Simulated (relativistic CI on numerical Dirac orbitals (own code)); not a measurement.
# Cu²⁺ (3d9) in crystal fields: levels and magnetism

Aim: the levels, ground state and powder susceptibility of Cu²⁺ in 6 parametric crystal fields.

Program: relativistic CI on numerical Dirac orbitals (own code) version 3. Level of theory: Dirac-Coulomb-Breit CI, KLI orbitals optimised for each configuration, model QED (radiative potential, 1s self-energy scaled to tabulated hydrogen-like ionisation energies), valence Slater integrals scaled by 0.65, one configuration in a parametric crystal field. These are calculated values, not measurements, unless marked.

## 1. The atom as given

| Property | Result |
| --- | --- |
| ion | Cu²⁺ (Cu III) |
| nuclear charge | 29 |
| electrons | 27 |
| open shell | 3d9 |
| Slater scale | 0.65 |
| field 1 (cm⁻¹) | Oh, 10Dq = 3250 |
| field 2 (cm⁻¹) | Oh, 10Dq = 5850 |
| field 3 (cm⁻¹) | Oh, 10Dq = 8450 |
| field 4 (cm⁻¹) | Oh, 10Dq = 11050 |
| field 5 (cm⁻¹) | Oh, 10Dq = 13650 |
| field 6 (cm⁻¹) | Oh, 10Dq = 16250 |

Outer shells as boxes (Hund's rule):

[Ar] 3d9
```
[Ar] core
3d [↑↓][↑↓][↑↓][↑↓][↑ ]
```

## 2. Field 1: Oh, 10Dq = 3250

Settings of the run:

```ini
atom Cu  Z=29  charge=2  electrons=27
nucleus A=63  rms_radius_fm=3.8823
hamiltonian dirac-coulomb  breit=on  qed=on  c_scale=1
orbitals kli  potential=per-configuration
slater_scale 0.65
correlation none
mixing on
configurations
  [Ar] 3d9
end
crystal_field Oh 10Dq=3250
```

From the run's result record (rounded, not every field):

```text
{
  "status": "converged",
  "cf_levels [E_cm, degeneracy, irrep, S_eff, L_eff, J_eff, g_principal]": [
    [0, 4, "G8", 0.5, 2, 2.344, "-"],
    [2702.6, 2, "G7", 0.5, 2, 2.5, [2.001, 2.001, 2.001]],
    [4120.8, 4, "G8", 0.5, 2, 1.717, "-"]
  ],
  "chiT [K, cm3 K/mol]": [[2, 0.713547], [5, 0.714454], [10, 0.715964], [20, 0.718986], [50, 0.72805], [100, 0.743158], [200, 0.773373], [300, 0.803588]],
  "stabilisation [cm-1]": -1402.64,
  "radial 3d9 [Ha, bohr]": {"<r^-3>(3d)": 8.3074, "<r^1>(3d)": 0.90672, "<r^2>(3d)": 1.062, "<r^4>(3d)": 2.7868, "zeta(3d)": 0.003655},
  "n_levels_all": 3,
  "free-ion levels [i, E_cm, J2, term, w_term]": [
    [0, 0, 5, "2D", 1],
    [1, 1965.4721, 3, "2D", 1]
  ]
}
```

Wall time 0.073 s (1 thread, shared host).

## 3. Field 2: Oh, 10Dq = 5850

Settings: those of step 2 with these lines changed.

```diff
@@ -10,2 +10,2 @@
 end
-crystal_field Oh 10Dq=3250
+crystal_field Oh 10Dq=5850
```

Result record:

```text
{
  "status": "converged",
  "cf_levels [E_cm, degeneracy, irrep, S_eff, L_eff, J_eff, g_principal]": [
    [0, 4, "G8", 0.5, 2, 2.275, "-"],
    [5208.9, 2, "G7", 0.5, 2, 2.5, [2.001, 2.001, 2.001]],
    [6533.4, 4, "G8", 0.5, 2, 1.802, "-"]
  ],
  "chiT [K, cm3 K/mol]": [[2, 0.580064], [5, 0.580581], [10, 0.581442], [20, 0.583163], [50, 0.588327], [100, 0.596935], [200, 0.614149], [300, 0.631364]],
  "stabilisation [cm-1]": -2868.94,
  "n_levels_all": 3
}
```

It took 0.071 s on 1 thread, shared host.

## 4. Field 3: Oh, 10Dq = 8450

Settings: those of step 3 with these lines changed.

```diff
@@ -10,2 +10,2 @@
 end
-crystal_field Oh 10Dq=5850
+crystal_field Oh 10Dq=8450
```

Result record:

```text
{
  "status": "converged",
  "cf_levels [E_cm, degeneracy, irrep, S_eff, L_eff, J_eff, g_principal]": [
    [0, 4, "G8", 0.5, 2, 2.24, "-"],
    [7767.4, 2, "G7", 0.5, 2, 2.5, [2.001, 2.001, 2.001]],
    [9050.4, 4, "G8", 0.5, 2, 1.843, "-"]
  ],
  "chiT [K, cm3 K/mol]": [[2, 0.519355], [5, 0.519718], [10, 0.520322], [20, 0.521531], [50, 0.525158], [100, 0.531204], [200, 0.543294], [300, 0.555384]],
  "stabilisation [cm-1]": -4387.43,
  "n_levels_all": 3
}
```

It took 0.071 s on 1 thread, shared host.

## 5. Field 4: Oh, 10Dq = 11050

Settings: those of step 4 with these lines changed.

```diff
@@ -10,2 +10,2 @@
 end
-crystal_field Oh 10Dq=8450
+crystal_field Oh 10Dq=11050
```

Result record:

```text
{
  "status": "converged",
  "cf_levels [E_cm, degeneracy, irrep, S_eff, L_eff, J_eff, g_principal]": [
    [0, 4, "G8", 0.5, 2, 2.22, "-"],
    [10344.3, 2, "G7", 0.5, 2, 2.5, [2.001, 2.001, 2.001]],
    [11604, 4, "G8", 0.5, 2, 1.867, "-"]
  ],
  "chiT [K, cm3 K/mol]": [[2, 0.485864], [5, 0.486143], [10, 0.486609], [20, 0.48754], [50, 0.490334], [100, 0.494991], [200, 0.504304], [300, 0.513617]],
  "stabilisation [cm-1]": -5924.26,
  "n_levels_all": 3
}
```

Run time: 0.072 s. Hardware: 1 thread, shared host.

## 6. Field 5: Oh, 10Dq = 13650

Settings: those of step 5 with these lines changed.

```diff
@@ -10,2 +10,2 @@
 end
-crystal_field Oh 10Dq=11050
+crystal_field Oh 10Dq=13650
```

Result record:

```text
{
  "status": "converged",
  "cf_levels [E_cm, degeneracy, irrep, S_eff, L_eff, J_eff, g_principal]": [
    [0, 4, "G8", 0.5, 2, 2.207, "-"],
    [12929.5, 2, "G7", 0.5, 2, 2.5, [2.001, 2.001, 2.001]],
    [14174.5, 4, "G8", 0.5, 2, 1.882, "-"]
  ],
  "chiT [K, cm3 K/mol]": [[2, 0.464864], [5, 0.465091], [10, 0.46547], [20, 0.466227], [50, 0.468498], [100, 0.472283], [200, 0.479853], [300, 0.487423]],
  "stabilisation [cm-1]": -7469.52,
  "n_levels_all": 3
}
```

Run time: 0.075 s. Hardware: 1 thread, shared host.

## 7. Field 6: Oh, 10Dq = 16250

Settings: those of step 6 with these lines changed.

```diff
@@ -10,2 +10,2 @@
 end
-crystal_field Oh 10Dq=13650
+crystal_field Oh 10Dq=16250
```

Result record:

```text
{
  "status": "converged",
  "cf_levels [E_cm, degeneracy, irrep, S_eff, L_eff, J_eff, g_principal]": [
    [0, 4, "G8", 0.5, 2, 2.198, "-"],
    [15519.3, 2, "G7", 0.5, 2, 2.5, [2.001, 2.001, 2.001]],
    [16754.1, 4, "G8", 0.5, 2, 1.892, "-"]
  ],
  "chiT [K, cm3 K/mol]": [[2, 0.45053], [5, 0.450721], [10, 0.45104], [20, 0.451677], [50, 0.45359], [100, 0.456777], [200, 0.463151], [300, 0.469526]],
  "stabilisation [cm-1]": -9019.33,
  "n_levels_all": 3
}
```

Wall time 0.071 s (1 thread, shared host).

## 8. The fields side by side

| field | ground state | degeneracy | S | J | first gap (cm⁻¹) | stabilisation (cm⁻¹) | χT at 2 K | χT at 300 K |
| --- | --- | --- | --- | --- | --- | --- | --- | --- |
| 1: Oh | G8 | 4 | 0.50 | 2.34 | 2703 | -1403 | 0.714 | 0.804 |
| 2: Oh | G8 | 4 | 0.50 | 2.27 | 5209 | -2869 | 0.580 | 0.631 |
| 3: Oh | G8 | 4 | 0.50 | 2.24 | 7767 | -4387 | 0.519 | 0.555 |
| 4: Oh | G8 | 4 | 0.50 | 2.22 | 10344 | -5924 | 0.486 | 0.514 |
| 5: Oh | G8 | 4 | 0.50 | 2.21 | 12930 | -7470 | 0.465 | 0.487 |
| 6: Oh | G8 | 4 | 0.50 | 2.20 | 15519 | -9019 | 0.451 | 0.470 |

χT is in cm³ K/mol; stabilisation counts from the free ion's lowest level; S and J come from the expectation values of their squares.

## 9. Summary of results

| quantity | value |
| --- | --- |
| ground spin (effective S from ⟨S²⟩) | 1: 0.50, 2: 0.50, 3: 0.50, 4: 0.50, 5: 0.50, 6: 0.50 |
| χT at 300 K | 0.47 to 0.80 cm³ K/mol |

In words: All fields leave the ground state at S = 1/2. The field is a set of parameters, without covalency or charge transfer.
